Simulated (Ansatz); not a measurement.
# Si7B: the cost of one run

Program: Ansatz 0.2.0. Level of theory: DFT PBE, scalar-relativistic, plane waves, PAW, unless a step names another level. These are calculated values, not measurements.

8 further runs of the same task are left out: 1 that didn't finish, 7 set aside as unsound or not needed.

**1. The formula and the candidates**

Pauling electronegativities: Si 1.90, B 2.04 (spread 0.14). No set of common oxidation states balances it. Tabulated atomic sizes suggest about 14 Å³/atom. 38 candidates were drawn, by swapping species into database cells of other compounds, at random by space group and Wyckoff sites, or by hand, as the table says:

```
name                                                    made from  space group no.                Wyckoff sites  atoms (primitive cell)  V (Å³/atom)
 c01                                       database cell of Si7Ge              215              Si 4e, 3c; B 1a                       8         18.5
 c02                                       database cell of LiPd7              225             Si 4b, 24d; B 4a                       8         14.5
 c03                                                       random                3  Si 1a, 2e, 1d, 2e, 1b; B 1a                       8         17.2
 c04                                                       random               35          Si 4c, 8f, 2b; B 2b                       8         14.1
 c05                                                       random              187              Si 1b, 6m; B 1e                       8         14.9
 c06                                                       random              225             Si 24d, 4a; B 4b                       8         17.5
 c07                                                       random              191          Si 3g, 2e, 2d; B 1b                       8         15.3
 c08                                                       random              221          Si 3c, 3d, 1a; B 1b                       8         16.2
 c09                                                       random               81          Si 4h, 2e, 1b; B 1c                       8         16.3
 c10                                                       random               21          Si 8l, 4j, 2b; B 2c                       8         14.2
 c11           built by hand: diamond Si supercell with B-B pairs              166        Si 18h, 18h, 6c; B 6c                      16         18.3
 c12                                                       random              115          Si 4k, 2e, 1c; B 1d                       8         13.6
 c13                                       database cell of Fe7Co              229              Si 6b, 8c; B 2a                       8         14.6
 c14                                                       random              221              Si 6e, 1a; B 1b                       8         16.8
 c15                                                       random                5  Si 2b, 4c, 4c, 2a, 2a; B 2b                       8         15.9
 c16                                                       random              221              Si 6f, 1b; B 1a                       8         16.1
 c17                                                       random               75          Si 1a, 4d, 2c; B 1a                       8         16.5
 c18                                       database cell of Mg7Bi              187          Si 3k, 3j, 1e; B 1b                       8         17.8
 c19                                       database cell of Mg7Cu              187          Si 3j, 3k, 1b; B 1e                       8         18.0
 c20                                                       random                2  Si 1f, 1h, 2i, 1b, 2i; B 1e                       8         15.8
 c21                        built by hand: Ca7Ge-type ordered fcc              225             Si 24d, 4b; B 4a                       8         13.6
 c22                                                       random               12  Si 2d, 4f, 2b, 4i, 2a; B 2c                       8         16.2
 c23            built by hand: diamond Si with (001) boron layers              115      Si 1d, 2g, 2g, 2f; B 1a                       8         18.2
 c24                                       database cell of Mg7Sn              187          Si 3j, 3k, 1d; B 1a                       8         17.4
 c25                                                       random              191          Si 3g, 2c, 2e; B 1b                       8         17.0
 c26                                                       random              187              Si 6n, 1c; B 1b                       8         14.5
 c27                                                       random               83          Si 1a, 4j, 2h; B 1b                       8         15.0
 c28  built by hand: B-substituted diamond Si, simple-cubic order              215              Si 4e, 3c; B 1a                       8         18.3
 c29                                                       random              189              Si 6k, 1a; B 1b                       8         17.4
 c30                                                       random              216             Si 4c, 24f; B 4b                       8         16.4
 c31                                                       random               22      Si 4c, 8j, 8i, 8g; B 4a                       8         16.0
 c32                                                       random               71      Si 4g, 4j, 4e, 2c; B 2d                       8         16.2
 c33                                                       random               12          Si 8j, 4e, 2a; B 2b                       8         17.2
 c34                                                       random              111          Si 2e, 4n, 1a; B 1c                       8         14.3
 c35                                                       random              123          Si 4n, 2h, 1d; B 1c                       8         14.8
 c36                                                       random               42         Si 16e, 8d, 4a; B 4a                       8         17.1
 c37                                                       random              191          Si 4h, 2d, 1b; B 1a                       8         13.8
 c38                                                       random              164              Si 6i, 1b; B 1a                       8         17.6
```

**2. Screening run of c01**

input.yaml

```yaml
crystal:
  lattice:
    - [5.29229027, 0.0, 0.0]
    - [0.0, 5.29229027, 0.0]
    - [0.0, 0.0, 5.29229027]
  atoms:
    - { symbol: Si, position: [0.25261521, 0.25261521, 0.25261521] }
    - { symbol: Si, position: [0.0, 0.5, 0.5] }
    - { symbol: Si, position: [0.5, 0.5, 0.0] }
    - { symbol: Si, position: [0.5, 0.0, 0.5] }
    - { symbol: Si, position: [0.74738479, 0.25261521, 0.74738479] }
    - { symbol: Si, position: [0.74738479, 0.74738479, 0.25261521] }
    - { symbol: Si, position: [0.25261521, 0.74738479, 0.74738479] }
    - { symbol: B, position: [0.0, 0.0, 0.0] }
basis:
  ecutwfc: 420
kpoints:
  mp_grid: { grid: [3, 3, 3] }
hamiltonian:
  xc: pbe
scf:
  occupations: { method: gaussian, width: 0.2 }
  lower_state_search: "off"
output:
  forces: true
  stress: true
  eigenvalues: true
relax:
  adjacent_minimum: "off"
  f_tol: 0.08
  max_steps: 16
  cell: { stress_tol: 0.8 }
```

Command:

```
$ ansatz run input.yaml --threads 1 --pin off --max-ram 2560MiB --backend cpu --events-out ev --progress --plain --runs-dir out
```

What time and memory should one allow on 1 thread of AMD EPYC 9R45 (Zen 5), shared host?

About 4 s, with a peak of 0.36 GiB.
